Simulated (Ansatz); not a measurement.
# Manganese, dhcp under LDA: ground state and equation of state

The plan for manganese in the dhcp structure: relax it, solve it on a dense k-mesh, then scale the cell to 7 volumes from 88 to 112 % of the relaxed one and try a fit of the equation of state. The start is ferromagnetic. The k-meshes are 14×14×4 for the relaxation; 19×19×6 for the dense run; 17×17×5 for the volumes.

Program: Ansatz 0.2.0. Level of theory: DFT LDA (PW92), plane waves (420 eV) with PAW, scalar-relativistic; PAW files made under PBE, frozen cores solved again for the functional. These are calculated values, not measurements.

## (1) The system as given

Symmetry: P6_3/mmc, No. 194, hexagonal system. The conventional cell has a = 2.552 Å, b = 2.552 Å, c = 8.334 Å, α = 90.00°, β = 90.00°, γ = 120.00°. Mn (site symmetry -3m) has 12 Mn at 2.55 Å as nearest neighbours. Mn (site symmetry -6m2) is surrounded by 12 Mn at 2.55 Å.

Structure file:

```cif
data_structure
_symmetry_space_group_name_H-M 'P6_3/mmc'
_symmetry_Int_Tables_number 194
_cell_length_a 2.5518
_cell_length_b 2.5518
_cell_length_c 8.3341
_cell_angle_alpha 90.000
_cell_angle_beta 90.000
_cell_angle_gamma 120.000
_cell_volume 47.00
loop_
_atom_site_label
_atom_site_type_symbol
_atom_site_symmetry_multiplicity
_atom_site_Wyckoff_symbol
_atom_site_fract_x
_atom_site_fract_y
_atom_site_fract_z
_atom_site_occupancy
Mn1 Mn 2 a 0.00000 0.00000 0.00000 1
Mn2 Mn 2 c 0.33333 0.66667 0.25000 1
```

Starting moments (μB): +3 ×4.

## (2) Geometry optimisation

Input file input.yaml:

```yaml
crystal:
  lattice:
    - [2.5517868831, 0.0, 0.0]
    - [-1.2758934415, 2.2099122658, 0.0]
    - [0.0, 0.0, 8.3341359602]
  atoms:
    - { symbol: Mn, position: [0.0, 0.0, 0.0], spin: 3.0 }
    - { symbol: Mn, position: [0.0, 0.0, 0.5], spin: 3.0 }
    - { symbol: Mn, position: [0.3333333333, 0.6666666667, 0.25], spin: 3.0 }
    - { symbol: Mn, position: [0.6666666667, 0.3333333333, 0.75], spin: 3.0 }
hamiltonian:
  xc: lda
  pseudopotentials:
    kind: paw
    azcp:
      Mn: "pseudopotentials/Mn.paw.azcp"
basis:
  ecutwfc: 420
  fft_grid_basis: typed
kpoints:
  mp_grid: { grid: [14, 14, 4], shift: [0, 0, 0] }
magnetization:
  spin_polarized: true
scf:
  occupations: { method: fermi_dirac, width: 0.05 }
relax:
  max_steps: 60
  f_tol: 0.01
  cell: {}
```

After this run come: Dense single point; Equation of state: 88 %; Equation of state: 92 %; Equation of state: 96 %; Equation of state: 100 %; Equation of state: 104 %; Equation of state: 108 %; Equation of state: 112 %.

Q: Predict the outcome of this session. Wanted: space group; conventional cell; volume; shortest distance; gap on the mesh; magnetic state; V₀, B₀, B₀′.

The runs gave:

| quantity | value |
| --- | --- |
| space group (spins left aside) | P6_3/mmc (No. 194) |
| conventional cell | a = 2.433 Å, c = 7.838 Å (c/a = 3.222) |
| volume | 10.044 Å³/atom |
| shortest distance | 2.411 Å |
| gap on the mesh | none (levels filled in part) |
| magnetic state | non-magnetic |
| V₀, B₀, B₀′ | 10.038 Å³/atom, 332 GPa, 4.3 |

In words: From the guessed start the volume shrank by 14.5 % in 8 steps. The starting moments do not survive. No gap shows: it is a metal or semimetal at this level. The fitted modulus is 332 GPa, among the stiffest elements; letting shape and positions relax at each volume could only lower it. Relaxation kept the symmetry; phonons were not checked.
